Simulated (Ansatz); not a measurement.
# C: the cost of one run

Computed with Ansatz 0.2.0 (DFT LDA, scalar-relativistic, plane waves, PAW, unless a step's input says otherwise).

## Step 1: The system as given

It takes space group R-3m (No. 166, trigonal). Conventional cell: a = 2.445 Å, b = 2.445 Å, c = 53.058 Å, α = 90.00°, β = 90.00°, γ = 120.00°. C (site symmetry 3m) has 3 C at 1.41 Å as nearest neighbours.

As a file:

```
CELL_PARAMETERS angstrom
1.22249 0.70581 17.68585
-1.22249 0.70581 17.68585
0.00000 -1.41161 17.68585
ATOMIC_POSITIONS crystal
C 0.23955 0.23955 0.23955
C 0.76045 0.76045 0.76045
C 0.09378 0.09378 0.09378
C 0.90622 0.90622 0.90622
C 0.03133 0.03133 0.03133
C 0.96867 0.96867 0.96867
C 0.36466 0.36466 0.36466
C 0.63534 0.63534 0.63534
```

This cell was relaxed beforehand with the same method: volume 11.45 Å³/atom, gap on the mesh 0.02 eV.

## Step 2: The reference cell

The reference gives a free energy of -1943.8184 eV, pressure -0.03 GPa, largest force 0.001 eV/Å and gap on the mesh 0.02 eV. It was computed beforehand with the settings of the runs below.

## Step 3: Setting up biaxial against axial strain

The cell is strained by p along both x and y and by q along z, with fractional coordinates fixed.

## Step 4: At p = -0.050, q = -0.050

The input, input.yaml:

```yaml
crystal:
  lattice:
    - [1.161367987, 0.6705161199, 16.8015570189]
    - [-1.161367987, 0.6705161199, 16.8015570189]
    - [0.0, -1.3410322398, 16.8015570189]
  atoms:
    - { symbol: C, position: [0.2395467677, 0.2395467677, 0.2395467677] }
    - { symbol: C, position: [0.7604532323, 0.7604532323, 0.7604532323] }
    - { symbol: C, position: [0.0937755822, 0.0937755822, 0.0937755822] }
    - { symbol: C, position: [0.9062244178, 0.9062244178, 0.9062244178] }
    - { symbol: C, position: [0.0313260512, 0.0313260512, 0.0313260512] }
    - { symbol: C, position: [0.9686739488, 0.9686739488, 0.9686739488] }
    - { symbol: C, position: [0.3646562902, 0.3646562902, 0.3646562902] }
    - { symbol: C, position: [0.6353437098, 0.6353437098, 0.6353437098] }
basis:
  ecutwfc: 420
kpoints:
  mp_grid: { grid: [18, 18, 18] }
hamiltonian:
  xc: lda
scf:
  occupations: { method: gaussian, width: 0.15 }
output:
  forces: true
  stress: true
  eigenvalues: true
```

Command:

```sh
$ ansatz run input.yaml --threads 2 --pin off --max-ram 5120MiB --backend cpu --events-out ev --progress --plain --runs-dir out
```

Q: Estimate wall time and peak memory on 2 threads of Oxide Virtual Turin-like (Zen 5), shared host.

About 21 s, with a peak of 1 GiB.
